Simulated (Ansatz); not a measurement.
**C₂H₄FNSi: how energies converge with the basis set**

An exercise on one series of results from a longer session: the logs are not shown, and one member is left open.

Program: Ansatz 0.2.0, Gaussian basis. Level of theory: one geometry, several basis sets. These are calculated values, not measurements.

Plan: PBE0-D4/def2-SVP; ωB97M-V/def2-SVP; PBE0-D4/def2-QZVPP; ωB97M-V/def2-QZVPP; the functionals' def2-TZVPP values are taken from earlier runs.

**Structure used throughout**

All runs share one geometry, relaxed beforehand with PBE0-D4 in a triple-zeta def2 set.

SMILES `C[SiH]1N=C1F`, 9 atoms, charge 0, spin multiplicity 1.

Atoms are counted from 1 here; the program's logs count them from 0.

Bond lengths: C1–Si2 1.849 Å, C1–H6 1.091 Å, C1–H7 1.093 Å, C1–H8 1.094 Å, Si2–N3 1.799 Å, Si2–C4 1.768 Å, Si2–H9 1.480 Å, N3–C4 1.262 Å, C4–F5 1.318 Å. Angles: Si2–C1–H6 110.8°, Si2–C1–H7 110.7°, Si2–C1–H8 110.0°, H6–C1–H7 108.8°, H6–C1–H8 108.8°, H7–C1–H8 107.7°, C1–Si2–N3 120.3°, C1–Si2–C4 124.4°, C1–Si2–H9 113.5°, N3–Si2–C4 41.4°, N3–Si2–H9 117.3°, C4–Si2–H9 120.2°, Si2–N3–C4 68.0°, Si2–C4–N3 70.6°, Si2–C4–F5 161.4°, N3–C4–F5 128.0°.

Set-up of the first run:

File in.yaml:

```yaml
crystal:
  periodic: [false, false, false]
  atoms:
    - {symbol: C, position_ang: [-1.308535, -0.474719, -0.245279]}
    - {symbol: Si, position_ang: [0.238837, 0.106947, 0.583510]}
    - {symbol: N, position_ang: [1.843518, -0.493201, 0.034616]}
    - {symbol: C, position_ang: [1.660838, 0.717569, -0.271163]}
    - {symbol: F, position_ang: [2.477339, 1.523306, -0.920949]}
    - {symbol: H, position_ang: [-1.136834, -0.647016, -1.308580]}
    - {symbol: H, position_ang: [-2.107510, 0.262345, -0.131652]}
    - {symbol: H, position_ang: [-1.649779, -1.407776, 0.211683]}
    - {symbol: H, position_ang: [0.070726, 0.366245, 2.030615]}
basis:
  gaussian: {orbitals: def2-SVP}
hamiltonian: {xc: pbe0, dispersion: d4}
output: {orbitals: {seedname: orbitals}}
```

On the command line:

```console
$ ansatz run in.yaml --threads 2 --pin off --events-out ev --progress --plain --max-ram 4352MiB
```

Among the steps run: PBE0-D4 in def2-SVP; ωB97M-V in def2-SVP; PBE0-D4 in def2-QZVPP; ωB97M-V in def2-QZVPP.

One table of the session follows, with a row left open; its other results are not shown here.

| functional | basis | HOMO (eV) |
| --- | --- | --- |
| PBE0-D4 | def2-SVP | ? |
| PBE0-D4 | def2-TZVPP | -7.23 |
| PBE0-D4 | def2-QZVPP | -7.27 |
| ωB97M-V | def2-SVP | -9.38 |
| ωB97M-V | def2-TZVPP | -9.49 |
| ωB97M-V | def2-QZVPP | -9.53 |

Q: Estimate the row for PBE0-D4, def2-SVP from the others.

**Answer.** HOMO (eV): -7.15. In the column «HOMO (eV)» it is the highest.
